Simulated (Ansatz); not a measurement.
# C₂H₄N₂Si: geometry optimisation

Aim: relax C₂H₄N₂Si at this level.

Computed with Ansatz 0.2.0. Level: RKS PBE-D4/def2-SVP.

### 1 Where the work starts

SMILES `[SiH3]C1=NC=N1`, 9 atoms, charge 0, spin multiplicity 1.

Atoms are counted from 1 here; the program's logs count them from 0.

Bond lengths: Si1–C2 1.899 Å, Si1–H6 1.499 Å, Si1–H7 1.502 Å, Si1–H8 1.502 Å, C2–N3 1.299 Å, C2–N5 1.565 Å, N3–C4 1.517 Å, C4–N5 1.290 Å, C4–H9 1.111 Å. Angles: C2–Si1–H6 108.7°, C2–Si1–H7 107.8°, C2–Si1–H8 107.8°, H6–Si1–H7 111.5°, H6–Si1–H8 111.5°, H7–Si1–H8 109.5°, Si1–C2–N3 133.2°, Si1–C2–N5 128.2°, N3–C2–N5 98.6°, C2–N3–C4 80.7°, N3–C4–N5 101.5°, N3–C4–H9 127.9°, N5–C4–H9 130.7°, C2–N5–C4 79.2°.

As a file:

```xyz
9
C2H4N2Si
Si   -1.05451    0.25115   -1.21671
C     0.14318    0.04438    0.24193
N     0.36414    0.74075    1.31636
C     1.38046   -0.36564    1.52948
N     1.19638   -1.08872    0.47753
H    -1.86920    1.48947   -0.99629
H    -0.23543    0.34750   -2.47210
H    -1.92084   -0.97440   -1.27652
H     2.08432   -0.49069    2.37931
```

### 2 Relaxation

File input.yaml:

```yaml
crystal:
  periodic: [false, false, false]
  atoms:
    - { symbol: Si, position_ang: [-1.054513, 0.251154, -1.216707] }
    - { symbol: C, position_ang: [0.143184, 0.044383, 0.241933] }
    - { symbol: "N", position_ang: [0.364144, 0.740751, 1.316362] }
    - { symbol: C, position_ang: [1.380463, -0.36564, 1.529476] }
    - { symbol: "N", position_ang: [1.196377, -1.088725, 0.477529] }
    - { symbol: H, position_ang: [-1.869204, 1.489467, -0.996294] }
    - { symbol: H, position_ang: [-0.235432, 0.3475, -2.472096] }
    - { symbol: H, position_ang: [-1.920842, -0.974402, -1.276515] }
    - { symbol: H, position_ang: [2.084322, -0.490689, 2.379312] }
basis:
  gaussian: { orbitals: def2-SVP }
hamiltonian:
  xc: pbe
  dispersion: d4
output:
  forces: true
relax:
  f_tol: 0.003
  max_steps: 120
```

The run is started by

```bash
> ansatz run input.yaml --threads 1 --pin off --max-ram 2560MiB --backend cpu --events-out ev --progress --plain --runs-dir out
```

Output, shortened:

```text
Warning: RAYON_NUM_THREADS=1 ignored (pool sized by the plan → 1); use --threads N
[...]
Functional definition: PBE
[...]
1088 factors; their error is unknown
[...]
mean field -12976.15616152 eV, -476.8649433813 hartree, gradient 1.6e-5 eV, S^2 0.000000; 0 other end points of the search recorded, 0 dependent functions left out
[...]
reference -12976.15619387 eV, -476.8649445700 hartree; 22, 22 occupied and 72, 72 virtual orbitals, 1088 factors
relax step   1: F+E_penalty+E_count = -12976.34269456 eV  Δ(F+E_penalty+E_count) = +0.000e0 eV  max|allowed force component| = 1.149e-2 eV/Å  Δτ_max = 0.0000 Å  (29 SCF iters, accepted)
[...]
relax step   3: F+E_penalty+E_count = -12976.34270761 eV  Δ(F+E_penalty+E_count) = -8.579e-7 eV  max|allowed force component| = 3.922e-3 eV/Å  Δτ_max = 0.0005 Å  (33 SCF iters, accepted)
[...]
relax step   4: F+E_penalty+E_count = -12976.34270864 eV  Δ(F+E_penalty+E_count) = -1.037e-6 eV  max|allowed force component| = 2.255e-3 eV/Å  Δτ_max = 0.0002 Å  (33 SCF iters, accepted)
1088 factors; their error is unknown
[...]
mean field -12976.15618903 eV, -476.8649443922 hartree, gradient 1.6e-5 eV, S^2 0.000000; 1 other end points of the search recorded, 0 dependent functions left out
[...]
reference -12976.15622138 eV, -476.8649455812 hartree; 22, 22 occupied and 72, 72 virtual orbitals, 1088 factors
Total energy: -12976.34274100 eV, -476.8718000506 hartree
Atom 0 at    -1.054459     0.251673    -1.216150 Å, force     0.000143    -0.000106    -0.000048 eV/Å
Atom 1 at     0.143700     0.044429     0.242062 Å, force     0.000429     0.000307    -0.000332 eV/Å
Atom 2 at     0.364339     0.740436     1.316775 Å, force    -0.000966     0.000516     0.000390 eV/Å
Atom 3 at     1.380889    -0.365921     1.529625 Å, force     0.001748    -0.002255    -0.000887 eV/Å
Atom 4 at     1.197084    -1.088564     0.477515 Å, force    -0.000764     0.000677    -0.000046 eV/Å
Atom 5 at    -1.869883     1.489783    -0.997109 Å, force     0.000152     0.000006     0.000110 eV/Å
Atom 6 at    -0.236660     0.346734    -2.472510 Å, force     0.000004    -0.000013    -0.000120 eV/Å
Atom 7 at    -1.920620    -0.973977    -1.277230 Å, force    -0.000146    -0.000089     0.000267 eV/Å
Atom 8 at     2.084109    -0.490794     2.380022 Å, force    -0.000600     0.000956     0.000665 eV/Å
Dipole moment:    -0.081295     0.036575    -0.074362 e Å
```

Wall time 16 s (1 thread of Arm Neoverse V1, shared host); peak memory 0.17 GiB.

The steps of the relaxation:

```tsv
step	energy from step 1 (eV)	largest force component (eV/Å)
1	0.0000	0.0115
2	0.0000	0.0081
3	0.0000	0.0039
4	0.0000	0.0023
```

Distances of close pairs at the start and the end, largest changes first:

```tsv
bond	before (Å)	after (Å)	change (Å)
C4–N5	1.290	1.290	-0.000
N3–C4	1.517	1.517	+0.000
Si1–H7	1.502	1.502	+0.000
Si1–H8	1.502	1.502	+0.000
Si1–H6	1.499	1.499	+0.000
C2–N5	1.565	1.565	+0.000
Si1–C2	1.899	1.899	+0.000
C2–N3	1.299	1.299	-0.000
```

### 3 Results

```
             quantity      value
        energy gained  0.0000 eV
root mean square move    0.001 Å
        dipole moment     0.56 D
```

Bond lengths: Si1–C2 1.899 Å, Si1–H6 1.499 Å, Si1–H7 1.502 Å, Si1–H8 1.502 Å, C2–N3 1.299 Å, C2–N5 1.565 Å, N3–C4 1.517 Å, C4–N5 1.290 Å, C4–H9 1.111 Å. Angles: C2–Si1–H6 108.7°, C2–Si1–H7 107.8°, C2–Si1–H8 107.8°, H6–Si1–H7 111.5°, H6–Si1–H8 111.5°, H7–Si1–H8 109.4°, Si1–C2–N3 133.2°, Si1–C2–N5 128.3°, N3–C2–N5 98.6°, C2–N3–C4 80.7°, N3–C4–N5 101.5°, N3–C4–H9 127.8°, N5–C4–H9 130.7°, C2–N5–C4 79.2°. No frequencies were computed here.
